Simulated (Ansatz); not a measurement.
**BW2: one candidate of a structure search**

The task: take a trial cell of BW2 to zero force and stress.

Computed with Ansatz 0.2.0 (DFT PBE, scalar-relativistic, plane waves, PAW, unless a step's input says otherwise).

### Step 1. The system as given

Symmetry: P4/mmm, No. 123, tetragonal system. Conventional cell: a = 2.810 Å, b = 2.810 Å, c = 17.000 Å, α = 90.00°, β = 90.00°, γ = 90.00°. Around B (site symmetry 4/mmm) lie 8 W at 2.35 Å. W (site symmetry 4mm) is surrounded by 4 B at 2.35 Å and 1 W at 2.51 Å.

Structure file:

```
CELL_PARAMETERS angstrom
2.81032 0.00000 0.00000
0.00000 2.81032 0.00000
0.00000 0.00000 17.00000
ATOMIC_POSITIONS crystal
B 0.50000 0.50000 0.50000
W 0.00000 0.00000 0.42618
W 0.00000 0.00000 0.57382
```

The cell is invented: random sheet by layer group and Wyckoff sites. Its size is a rough estimate.

Only a and b are periodic; c spans vacuum, so the box's volume, pressure and space group aren't properties of the sheet.

### Step 2. The guess as it stands, on a coarse mesh

Input file input.yaml:

```yaml
crystal:
  lattice:
    - [2.810319, 0.0, 0.0]
    - [0.0, 2.810319, 0.0]
    - [0.0, 0.0, 17.0]
  atoms:
    - { symbol: B, position: [0.5, 0.5, 0.5] }
    - { symbol: W, position: [0.0, 0.0, 0.42618296] }
    - { symbol: W, position: [0.0, 0.0, 0.57381704] }
  periodic: [true, true, false]
basis:
  ecutwfc: 420
kpoints:
  mp_grid: { grid: [6, 6, 1] }
hamiltonian:
  xc: pbe
scf:
  occupations: { method: gaussian, width: 0.1 }
  lower_state_search: "off"
output:
  forces: true
  stress: true
  eigenvalues: true
```

Run with:

```bash
$ ansatz run input.yaml --threads 1 --pin off --max-ram 2048MiB --backend cpu --events-out ev --progress --plain --runs-dir out
```

The session goes on with these runs: coarse relaxation; final relaxation.

**Question.** What will these runs give? Wanted: relaxed cell; area; thickness between outermost nuclei; energy over the elements; gap on the mesh.

The runs gave:

| quantity | value |
| --- | --- |
| symmetry at the end (tolerance 0.05 Å) | layer group p4/mmm (No. 61) |
| relaxed cell | a = 2.697 Å, b = 2.697 Å, γ = 90.0° |
| area | 2.42 Å²/atom |
| thickness between outermost nuclei | 2.70 Å |
| energy over the elements | +1.13 eV/atom |
| gap on the mesh | none (metal) |

What this shows: The layer group p4/mmm (No. 61) is kept, and the area per atom shrinks by 7.9 % from the first guess. The formation energy is positive, so the separate elements lie lower. No finished test with a distortion of lower symmetry is shown, so the end may be a saddle point. The runs treat W without spin-orbit coupling. The last relaxation has no spin, and with this many d or unpaired electrons a magnetic state may lie lower.
